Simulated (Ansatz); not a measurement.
# Cs3In: the cost of one run

Computed with Ansatz 0.2.0 (DFT PBE, scalar-relativistic, plane waves, PAW, unless a step's input says otherwise).

### Step 1. The structure to begin with

The structure is cubic, space group Pm-3m (No. 221). Conventional cell: a = 5.394 Å, b = 5.394 Å, c = 5.394 Å, α = 90.00°, β = 90.00°, γ = 90.00°. Cs (site symmetry 4/mmm) has 8 Cs at 3.81 Å and 4 In at 3.81 Å as nearest neighbours. In (site symmetry m-3m) has 12 Cs at 3.81 Å as nearest neighbours.

As a file:

```cif
data_structure
_symmetry_space_group_name_H-M 'Pm-3m'
_symmetry_Int_Tables_number 221
_cell_length_a 5.3942
_cell_length_b 5.3942
_cell_length_c 5.3942
_cell_angle_alpha 90.000
_cell_angle_beta 90.000
_cell_angle_gamma 90.000
_cell_volume 156.95
loop_
_atom_site_label
_atom_site_type_symbol
_atom_site_symmetry_multiplicity
_atom_site_Wyckoff_symbol
_atom_site_fract_x
_atom_site_fract_y
_atom_site_fract_z
_atom_site_occupancy
Cs1 Cs 3 c 0.00000 0.50000 0.50000 1
In1 In 1 a 0.00000 0.00000 0.00000 1
```

(A quick probe on a coarse mesh, which set the mesh and smearing, is not shown.)

### Step 3. A loose first relaxation

The input, input.yaml:

```yaml
crystal:
  lattice:
    - [5.3941737694, 0.0, 0.0]
    - [0.0, 5.3941737694, 0.0]
    - [0.0, 0.0, 5.3941737694]
  atoms:
    - { symbol: Cs, position: [0.0, 0.5, 0.5] }
    - { symbol: Cs, position: [0.5, 0.0, 0.5] }
    - { symbol: Cs, position: [0.5, 0.5, 0.0] }
    - { symbol: In, position: [0.0, 0.0, 0.0] }
basis:
  ecutwfc: 420
kpoints:
  mp_grid: { grid: [4, 4, 4] }
hamiltonian:
  xc: pbe
scf:
  occupations: { method: gaussian, width: 0.1 }
  lower_state_search: "off"
output:
  forces: true
  stress: true
  eigenvalues: true
relax:
  adjacent_minimum: "off"
  f_tol: 0.04
  max_steps: 70
  cell: { stress_tol: 0.4 }
```

The run is started by

```sh
$ ansatz run input.yaml --threads 1 --pin off --max-ram 2560MiB --backend cpu --events-out ev --progress --plain --runs-dir out
```

**Question.** How long does this run take on 1 thread of Intel Xeon at 2.70GHz, shared host, and how much memory does it need?

About 60 s, with a peak of 0.5 GiB.
